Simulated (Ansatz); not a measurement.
# C2H4BN: the cost of one run

All numbers below are computed with Ansatz 0.2.0 (RKS PBE-D4/def2-SVP).

## 1. The starting structure

Bond lengths: C1–C2 1.472 Å, C2–N3 1.377 Å, C2–B4 1.447 Å, N3–B4 1.524 Å, C1–H5 1.156 Å, C1–H6 1.164 Å, C1–H7 1.086 Å, B4–H8 1.159 Å. Angles: C1–C2–N3 151.0°, C1–C2–B4 143.7°, N3–C2–B4 65.3°, C2–C1–H5 108.6°, C2–C1–H6 108.8°, C2–C1–H7 114.5°, H5–C1–H6 104.4°, H5–C1–H7 110.5°, H6–C1–H7 109.5°, C2–N3–B4 59.6°, C2–B4–N3 55.1°, C2–B4–H8 156.4°, N3–B4–H8 148.3°.

Structure file:

```xyz
8

C     0.3238    1.0630   -0.1643
C    -0.3404   -0.2130    0.1494
N    -1.4325   -0.9254    0.5918
B    -0.1579   -1.6485    0.1724
H     0.0614    1.3570   -1.2513
H    -0.1514    1.9040    0.4860
H     1.4002    1.0580   -0.0214
H     0.3889   -2.6522   -0.0184
```

## 2. Relaxing end A

input.yaml

```yaml
crystal:
  periodic: [false, false, false]
  atoms:
    - { symbol: C, position_ang: [0.3238, 1.063, -0.1643] }
    - { symbol: C, position_ang: [-0.3404, -0.213, 0.1494] }
    - { symbol: "N", position_ang: [-1.4325, -0.9254, 0.5918] }
    - { symbol: B, position_ang: [-0.1579, -1.6485, 0.1724] }
    - { symbol: H, position_ang: [0.0614, 1.357, -1.2513] }
    - { symbol: H, position_ang: [-0.1514, 1.904, 0.486] }
    - { symbol: H, position_ang: [1.4002, 1.058, -0.0214] }
    - { symbol: H, position_ang: [0.3889, -2.6522, -0.0184] }
basis:
  gaussian: { orbitals: def2-SVP }
hamiltonian:
  xc: pbe
  dispersion: d4
relax:
  f_tol: 0.015
  max_steps: 40
```

Started as:

```
> ansatz run input.yaml --threads 1 --pin off --max-ram 2048MiB --backend cpu --events-out ev --progress --plain --runs-dir out
```

What time and memory should one allow on 1 thread of Arm Neoverse N1, shared host?

About 32 s, with a peak of 0.13 GiB.
